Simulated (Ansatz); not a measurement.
# Co: the cost of one run

Method: DFT LDA, scalar-relativistic, plane waves, PAW, in Ansatz 0.2.0.

28 further runs of the same task are left out: 28 set aside as unsound or not needed.

### Step 1. The starting structure

The structure is hexagonal, space group P6_3/mmc (No. 194). Conventional cell: a = 2.207 Å, b = 2.207 Å, c = 3.559 Å, α = 90.00°, β = 90.00°, γ = 120.00°. Co (site symmetry -6m2) is surrounded by 12 Co at 2.19 to 2.21 Å.

Coordinates:

```
CELL_PARAMETERS angstrom
2.20665 0.00000 0.00000
-1.10332 1.91101 0.00000
0.00000 0.00000 3.55947
ATOMIC_POSITIONS crystal
Co 0.66667 0.33333 0.25000
Co 0.33333 0.66667 0.75000
```

### Step 2. Volume 7.505 Å³ an atom, total moment held at 3.300 muB a cell

Contents of input.yaml:

```yaml
crystal:
  lattice:
    - [2.2066455177, 0.0, 0.0]
    - [-1.1033227588, 1.9110110755, 0.0]
    - [0.0, 0.0, 3.5594665484]
  atoms:
    - { symbol: Co, position: [0.6666666667, 0.3333333333, 0.25], spin: 1.65 }
    - { symbol: Co, position: [0.3333333333, 0.6666666667, 0.75], spin: 1.65 }
basis:
  ecutwfc: 520.0
kpoints:
  mp_grid: { grid: [24, 24, 12] }
hamiltonian:
  xc: lda
  pseudopotentials: { kind: paw, azcp: { folder: soft_1 } }
scf:
  occupations: { method: gaussian, width: 0.15 }
  lower_state_search: "off"
output:
  forces: true
  stress: true
  eigenvalues: true
  populations: true
magnetization:
  spin_polarized: true
  initial_magnetization: 3.3
  spin_locking: { lock_magnetization: hard }
```

On the command line:

```bash
$ ansatz run input.yaml --threads 2 --pin off --max-ram 4096MiB --backend cpu --events-out ev --progress --plain --runs-dir out
```

What time and memory should one allow on 2 threads of Arm Neoverse N1, shared host?

About 28 s, with a peak of 0.53 GiB.
